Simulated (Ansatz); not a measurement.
# Ta3Ru: the cost of one run

Computed with Ansatz 0.2.0 (DFT r2SCAN, scalar-relativistic, plane waves, PAW).

1 further run of the same task is left out (set aside as unsound or not needed).

## Step 1: Starting point

The structure is tetragonal, space group P4/mmm (No. 123). The conventional cell has a = 3.220 Å, b = 3.220 Å, c = 6.580 Å, α = 90.00°, β = 90.00°, γ = 90.00°. Ta (site symmetry 4mm) has 4 Ru at 2.78 Å and 9 Ta at 2.84 to 3.22 Å as nearest neighbours. Ta (site symmetry 4/mmm) has 12 Ta at 2.84 to 3.22 Å as nearest neighbours. Ru (site symmetry 4/mmm) is surrounded by 8 Ta at 2.78 Å.

Coordinates:

```
Ta Ru
1.0
     3.22027    0.00000    0.00000
     0.00000    3.22027    0.00000
     0.00000    0.00000    6.57978
Ta Ru
3 1
Cartesian
  0.0000 0.0000 4.9830
  0.0000 0.0000 1.5968
  1.6101 1.6101 3.2899
  1.6101 1.6101 0.0000
```

The cell was relaxed beforehand at this level, from a generated guess; it needn't be the stable form of this composition. At a tolerance of 0.05 Å it has space group P4/mmm (No. 123); it has 17.06 Å³/atom, an uncorrected energy of -0.27 eV/atom over the elements and, on its mesh, gap none (metal).

## Step 2: The same geometry with r2SCAN

input.yaml

```yaml
crystal:
  lattice:
    - [3.2202670192, 0.0, 0.0]
    - [0.0, 3.2202670192, 0.0]
    - [0.0, 0.0, 6.57978419]
  atoms:
    - { symbol: Ta, position: [0.0, 0.0, 0.7573207453] }
    - { symbol: Ta, position: [0.0, 0.0, 0.2426792547] }
    - { symbol: Ta, position: [0.5, 0.5, 0.5] }
    - { symbol: Ru, position: [0.5, 0.5, 0.0] }
basis:
  ecutwfc: 500
kpoints:
  mp_grid: { grid: [14, 14, 8] }
  band_path:
    path:
      - [[0.0, 0.0, 0.0], [0.0, 0.5, 0.0], [0.5, 0.5, 0.0], [0.0, 0.0, 0.0], [0.0, 0.0, 0.5], [0.0, 0.5, 0.5], [0.5, 0.5, 0.5], [0.0, 0.0, 0.5]]
      - [[0.0, 0.5, 0.0], [0.0, 0.5, 0.5]]
      - [[0.5, 0.5, 0.0], [0.5, 0.5, 0.5]]
    npoints: 14
hamiltonian:
  xc: r2scan
scf:
  occupations: { method: gaussian, width: 0.1 }
  n_extra_bands: 10
output:
  forces: true
  stress: true
  eigenvalues: true
  populations: true
  dos: { projected: true, de: 0.02, nscf_kmesh: { grid: [17, 17, 10] } }
  bader: true
```

The run is started by

```console
> ansatz run input.yaml --threads 1 --pin off --max-ram 2560MiB --backend cpu --events-out ev --progress --plain --runs-dir out
```

What time and memory should one allow on 1 thread of AMD EPYC (Zen 3), shared host?

About 3.5 min, with a peak of 0.91 GiB.
